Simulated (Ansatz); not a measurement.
# Co (Cobalt): properties at the relaxed cell

The task here is to estimate one member of a computed series from the others.

Method: DFT PBE, scalar-relativistic, plane waves, PAW, in Ansatz 0.2.0.

1 further run of the same task is left out (set aside as unsound or not needed).

## The starting structure

It takes space group P6_3/mmc (No. 194, hexagonal). Conventional cell: a = 2.494 Å, b = 2.494 Å, c = 4.033 Å, α = 90.00°, β = 90.00°, γ = 120.00°. Co (site symmetry -6m2) is surrounded by 12 Co at 2.48 to 2.49 Å.

Coordinates:

```cif
data_structure
_symmetry_space_group_name_H-M 'P 1'
_symmetry_Int_Tables_number 1
_cell_length_a 2.4938
_cell_length_b 2.4938
_cell_length_c 4.0331
_cell_angle_alpha 90.000
_cell_angle_beta 90.000
_cell_angle_gamma 120.000
_cell_volume 21.72
loop_
_atom_site_label
_atom_site_type_symbol
_atom_site_fract_x
_atom_site_fract_y
_atom_site_fract_z
_atom_site_occupancy
Co1 Co 0.33333 0.66667 0.25000 1
Co2 Co 0.66667 0.33333 0.75000 1
```

It is the result of an earlier relaxation at this level (volume 10.86 Å³/atom; gap on the mesh: none (metal), site moments up to 1.7 μB).

The first run:

File input.yaml:

```yaml
crystal:
  lattice:
    - [2.4937685474, 0.0, 0.0]
    - [-1.2468842737, 2.1596669132, 0.0]
    - [0.0, 0.0, 4.0330681214]
  atoms:
    - { symbol: Co, position: [0.3333333333, 0.6666666667, 0.25], spin: 1.86 }
    - { symbol: Co, position: [0.6666666667, 0.3333333333, 0.75], spin: 1.86 }
basis:
  ecutwfc: 420
kpoints:
  mp_grid: { grid: [21, 21, 10] }
  band_path:
    path:
      - [[0.0, 0.0, 0.0], [0.5, 0.0, 0.0], [0.33333333, 0.33333333, 0.0], [0.0, 0.0, 0.0], [0.0, 0.0, 0.5], [0.5, 0.0, 0.5], [0.33333333, 0.33333333, 0.5], [0.0, 0.0, 0.5]]
      - [[0.5, 0.0, 0.5], [0.5, 0.0, 0.0]]
      - [[0.33333333, 0.33333333, 0.5], [0.33333333, 0.33333333, 0.0]]
    npoints: 14
hamiltonian:
  xc: pbe
scf:
  occupations: { method: gaussian, width: 0.1 }
  n_extra_bands: 6
output:
  forces: true
  stress: true
  eigenvalues: true
  populations: true
  dos: { projected: true, de: 0.02, nscf_kmesh: { grid: [32, 32, 15] } }
  bader: true
  write_density: true
  write_potential: true
  elf: true
  volumetric_format: npy
magnetization:
  spin_polarized: true
checkpoint:
  read: start.run
  write: ck
  compress: false
  write_wavefunctions: false
  write_every: 100000
```

Run with:

```console
$ ansatz run input.yaml --threads 1 --pin off --max-ram 2560MiB --backend cpu --events-out ev --progress --plain --runs-dir out
```

Among the steps run: Bands, states and charges; Back to the database's cell; Volume × 0.97; The cell scaled to 1.03 of its volume; Point at V/V0 = 0.94; Volume × 1.06; Volume × 0.91; The cell scaled to 1.10 of its volume; Point at V/V0 = 0.88.

One of the session's tables, all rows but one given; the rest of the session is left out.

It belongs to the step «Fit of the equation of state». 

| volume (Å³/atom) | energy above the lowest point (meV/atom) | pressure (GPa) | largest moment (μB) |
| --- | --- | --- | --- |
| 9.557 | 131.6 | 37.05 | 1.58 |
| 9.883 | 68.8 | 25.08 | 1.60 |
| 10.209 | 28.4 | 15.07 | 1.62 |
| 10.535 | 6.6 | 6.81 | 1.66 |
| 10.860 | 0.0 | -0.02 | 1.69 |
| 11.186 | 6.0 | -5.81 | 1.72 |
| 11.512 | ? | ? | ? |
| 11.947 | 60.2 | -16.23 | 1.77 |

Estimate the missing values for volume (Å³/atom) = 11.512.

Worked estimate for «energy above the lowest point (meV/atom)». A straight line through the neighbours (11.186, 6.0) and (11.947, 60.2) gives 6.0 + (60.2 − 6.0) × (11.512 − 11.186) / (11.947 − 11.186) = 29.2; a parabola fitted to 3 rows on both sides gives 22.3.

The run gave: energy above the lowest point (meV/atom): 23.0; pressure (GPa): -10.79; largest moment (μB): 1.74. In «energy above the lowest point (meV/atom)» the line misses by +6.2 and the parabola by -0.7.

Limits of these values: Warnings in the runs' records: stability check not made.
